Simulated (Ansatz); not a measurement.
**SiH4Br (doublet): from Hartree-Fock to the top rungs at distance Br1–H2 along a hydrogen transfer = 1.421 Å, cc-pVDZ**

How much of the correlation energy of SiH4Br (doublet) does each wave-function method recover here?

Method: cc-pVDZ, core rule «outside noble gas», up to 19 orbitals frozen; program: Ansatz 0.2.0, Gaussian basis.

To be run: UHF; CCSD(T) on ROHF; CCSD(T) on UHF; BCCD(T) on ROHF; CISD; CCSDT(Q) on ROHF; CCSDT(Q) on UHF; CASSCF and MRCISD+Q, 3 electrons in 3 orbitals; CASSCF and NEVPT2, 3 electrons in 3 orbitals; CASSCF and MRCISD+Q, 15 electrons in 12 orbitals; CASSCF and NEVPT2, 15 electrons in 12 orbitals.

## (1) The geometry

The geometry derives from fragments relaxed apart (PBE0/def2-TZVP) and kept rigid, so it is no stationary point. A hydrogen atom is moved between rigid fragments. No spin-orbit coupling is included. The filled d shell of Br may be among the frozen orbitals whatever the setting's name suggests; the logs give the count.

6 atoms, charge 0, spin multiplicity 2.

Atoms are counted from 1 here; the program's logs count them from 0.

Bond lengths: Br1–H2 1.421 Å, Si3–H4 1.486 Å, Si3–H5 1.486 Å, Si3–H6 1.486 Å. Angles: H4–Si3–H5 111.3°, H4–Si3–H6 111.3°, H5–Si3–H6 111.3°.

## (2) UHF

The input, in.yaml:

```yaml
crystal:
  periodic: [false, false, false]
  atoms:
    - {symbol: Br, position_ang: [-0.944701, 0.000000, 0.000000]}
    - {symbol: H, position_ang: [0.475899, 0.000000, 0.000000]}
    - {symbol: Si, position_ang: [2.367299, 0.000000, 0.000001]}
    - {symbol: H, position_ang: [2.817273, -1.416254, 0.000001]}
    - {symbol: H, position_ang: [2.817273, 0.708126, -1.226510]}
    - {symbol: H, position_ang: [2.817273, 0.708126, 1.226512]}
basis:
  gaussian: {orbitals: cc-pVDZ}
magnetization: {spin_polarized: true, initial_magnetization: 1}
hamiltonian: {xc: hf}
output: {orbitals: {seedname: orbitals}}
```

On the command line:

```bash
$ ansatz run in.yaml --threads 1 --pin off --events-out ev --progress --plain --max-ram 2816MiB --backend cpu
```

Further steps of the session: CCSD(T) on ROHF; CCSD(T) on UHF; BCCD(T) on ROHF; CISD; CCSDT(Q) on ROHF; CCSDT(Q) on UHF; CASSCF and MRCISD+Q, 3 electrons in 3 orbitals; CASSCF and NEVPT2, 3 electrons in 3 orbitals; CASSCF and MRCISD+Q, 15 electrons in 12 orbitals; CASSCF and NEVPT2, 15 electrons in 12 orbitals.

Before running them: what should the planned runs give, taken together? Wanted: UCCSDT(Q) below the RHF energy; RMP2 from UCCSDT(Q); UMP2 from UCCSDT(Q); RCCSD from UCCSDT(Q); RCCSD(T) from UCCSDT(Q); UCCSD(T) from UCCSDT(Q); RCCSDT(Q) from UCCSDT(Q); NEVPT2 pair from UCCSDT(Q); MRCISD+Q pair from UCCSDT(Q).

The runs gave:

| quantity | value |
| --- | --- |
| UCCSDT(Q) below the RHF energy | -7.6105 eV |
| RMP2 from UCCSDT(Q) | +29.22 kcal/mol |
| UMP2 from UCCSDT(Q) | +29.53 kcal/mol |
| RCCSD from UCCSDT(Q) | +4.06 kcal/mol |
| RCCSD(T) from UCCSDT(Q) | +0.78 kcal/mol |
| UCCSD(T) from UCCSDT(Q) | +0.78 kcal/mol |
| RCCSDT(Q) from UCCSDT(Q) | +0.01 kcal/mol |
| NEVPT2 pair from UCCSDT(Q) | +29.36 kcal/mol |
| MRCISD+Q pair from UCCSDT(Q) | +1.54 kcal/mol |
| NEVPT2 valence from UCCSDT(Q) | +34.60 kcal/mol |
| levels within 1 kcal/mol (43 meV) | RCCSD(T), UCCSD(T), BCCD(T), RCCSDT, UCCSDT, RCCSDT(Q) |
| T1 diagnostic | 0.015 |
| effectively unpaired electrons | 1.02 |

RCCSD(T) lands +0.78 kcal/mol from the yardstick (0.4 % of the correlation energy). One determinant dominates. Of the multireference levels listed MRCISD+Q valence comes nearest in total energy (+1.13 kcal/mol), which doesn't show that its space is the better one. These misses are within one basis, not against nature; the frozen cores of restricted and unrestricted runs differ, which can shift their rows.
